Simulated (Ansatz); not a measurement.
# C3H8Sn (SMILES C=C[CH2][SnH3]) at HF/def2-SVP (core potential)

What is the vertical singlet–triplet gap of C3H8Sn at HF/def2-SVP (core potential)? 

The results are computed with Ansatz 0.2.0.

19 further runs of the same task are left out: 19 set aside as unsound or not needed. Runs told in other sessions of the task aren't counted.

## 1. The molecule

C3H8Sn has 12 atoms, charge 0, and is taken as a singlet. SMILES: `C=C[CH2][SnH3]`. The shape is that of a PBE0-D4/def2-TZVP optimisation. This is one conformer, not always the lowest.

Bond lengths: C1–C2 1.329 Å, C2–C3 1.481 Å, C3–Sn4 2.165 Å, C1–H5 1.086 Å, C1–H6 1.083 Å, C2–H7 1.089 Å, C3–H8 1.092 Å, C3–H9 1.092 Å, Sn4–H10 1.707 Å, Sn4–H11 1.709 Å, Sn4–H12 1.711 Å. Some angles: C1–C2–C3 125.6°, C2–C3–Sn4 110.4°, C1–C2–H7 118.4°, C3–C2–H7 115.9°, C2–C1–H5 121.5°, C2–C1–H6 121.4°, C2–C3–H8 111.9°, C2–C3–H9 111.9°, Sn4–C3–H8 106.6°, Sn4–C3–H9 107.2°.

## 2. The energy at HF/def2-SVP (core potential)

in.yaml

```yaml
crystal:
  periodic: [false, false, false]
  atoms:
    - symbol: C
      position_ang: [-0.307500, 2.071300, -0.123900]
    - symbol: C
      position_ang: [-0.369900, 0.952500, 0.590800]
    - symbol: C
      position_ang: [0.654800, -0.116300, 0.612000]
    - symbol: Sn
      position_ang: [0.003100, -1.811000, -0.566700]
    - symbol: H
      position_ang: [0.550100, 2.297900, -0.750200]
    - symbol: H
      position_ang: [-1.111600, 2.796900, -0.106600]
    - symbol: H
      position_ang: [-1.256100, 0.775000, 1.198400]
    - symbol: H
      position_ang: [0.834100, -0.489500, 1.622900]
    - symbol: H
      position_ang: [1.605000, 0.222000, 0.194100]
    - symbol: H
      position_ang: [-0.082800, -1.335700, -2.204000]
    - symbol: H
      position_ang: [-1.543300, -2.305600, -0.033900]
    - symbol: H
      position_ang: [1.100900, -3.112500, -0.399000]
basis:
  gaussian: {orbitals: def2-SVP}
hamiltonian: {xc: hf}
accuracy: high
output: {orbitals: {seedname: orbitals}}
```

Run with:

```console
$ ansatz run in.yaml --threads 1 --pin off --max-ram 2610MiB --events-out events.jsonl --progress --plain --runs-dir runs
```

The log of the run:

```text
Warning: RAYON_NUM_THREADS=1 ignored (pool sized by the plan → 1); use --threads N
Functional definition: HF
  name "HF"
  exchange = exact_x
  correlation = 0
2722 factors; integrals over basis functions are off by at most 7.9e-9 eV
mean field evaluation 1: about -9016.9353 eV, gradient 2.8e1 eV
mean field evaluation 2: about -9017.0546 eV, gradient 2.8e1 eV
mean field evaluation 4: about -9019.5639 eV, gradient 2.9e0 eV
mean field evaluation 8: about -9019.5979 eV, gradient 2.3e-1 eV
mean field -9019.59812594 eV, -331.4641174251 hartree, gradient 6.3e-8 eV, S^2 0.000000; 0 other end points of the search recorded, 0 dependent functions left out
reference -9019.59812594 eV, -331.4641174251 hartree; 24, 24 occupied and 84, 84 virtual orbitals, 2722 factors
Total energy: -9019.59812594 eV, -331.4641174251 hartree
```

Wall time 6.9 s (1 thread of Arm Neoverse V1, shared host); peak memory 0.38 GiB.

## 3. The triplet, same level

molecule.yaml

```yaml
basis:
  gaussian:
    orbitals: def2-SVP
crystal:
  periodic: [false, false, false]
  atoms:
    - {symbol: C, position_ang: [-0.307500, 2.071300, -0.123900]}
    - {symbol: C, position_ang: [-0.369900, 0.952500, 0.590800]}
    - {symbol: C, position_ang: [0.654800, -0.116300, 0.612000]}
    - {symbol: Sn, position_ang: [0.003100, -1.811000, -0.566700]}
    - {symbol: H, position_ang: [0.550100, 2.297900, -0.750200]}
    - {symbol: H, position_ang: [-1.111600, 2.796900, -0.106600]}
    - {symbol: H, position_ang: [-1.256100, 0.775000, 1.198400]}
    - {symbol: H, position_ang: [0.834100, -0.489500, 1.622900]}
    - {symbol: H, position_ang: [1.605000, 0.222000, 0.194100]}
    - {symbol: H, position_ang: [-0.082800, -1.335700, -2.204000]}
    - {symbol: H, position_ang: [-1.543300, -2.305600, -0.033900]}
    - {symbol: H, position_ang: [1.100900, -3.112500, -0.399000]}
magnetization:
  spin_polarized: true
  initial_magnetization: 2
hamiltonian:
  xc: hf
accuracy: high
output: {orbitals: {seedname: orbitals}}
```

Run with:

```console
$ ansatz run molecule.yaml --threads 1 --pin off --max-ram 2610MiB --events-out events.jsonl --progress --plain --runs-dir runs
```

The log of the run:

```text
Warning: RAYON_NUM_THREADS=1 ignored (pool sized by the plan → 1); use --threads N
[... 4 set-up lines as earlier in the session ...]
2722 factors; integrals over basis functions are off by at most 7.9e-9 eV
mean field evaluation 1: about -9011.8777 eV, gradient 2.1e1 eV
mean field evaluation 2: about -9012.0061 eV, gradient 2.1e1 eV
mean field evaluation 4: about -9015.7328 eV, gradient 3.6e0 eV
mean field evaluation 8: about -9016.1927 eV, gradient 3.3e-1 eV
mean field evaluation 16: about -9016.1951 eV, gradient 2.2e-8 eV
mean field evaluation 32: about -9015.6248 eV, gradient 4.9e0 eV
mean field -9016.19510075 eV, -331.3390585560 hartree, gradient 2.3e-8 eV, S^2 2.023807; 1 other end points of the search recorded, 0 dependent functions left out
reference -9016.19510075 eV, -331.3390585560 hartree; 25, 23 occupied and 83, 85 virtual orbitals, 2722 factors
Total energy: -9016.19510075 eV, -331.3390585560 hartree
```

Run time: 13 s. Hardware: 1 thread of Arm Neoverse V1, shared host; peak memory 0.48 GiB.

## 4. Summary of results

Level: HF/def2-SVP (core potential).

| quantity | value |
| --- | --- |
| singlet: total energy | -331.46412 Eh |
| singlet: HOMO energy | -9.12 eV |
| singlet: LUMO energy | 3.35 eV |
| singlet: HOMO–LUMO gap | 12.47 eV |
| triplet: total energy | -331.33906 Eh |
| triplet: HOMO energy (highest over α and β) | -5.92 eV |
| triplet: LUMO energy (lowest over α and β) | 1.24 eV |
| triplet: ⟨S²⟩ | 2.024 |
| vertical energy of the triplet above the singlet | 3.403 eV |

In words: At this shape the triplet lies 3.40 eV (78 kcal/mol) above the singlet.
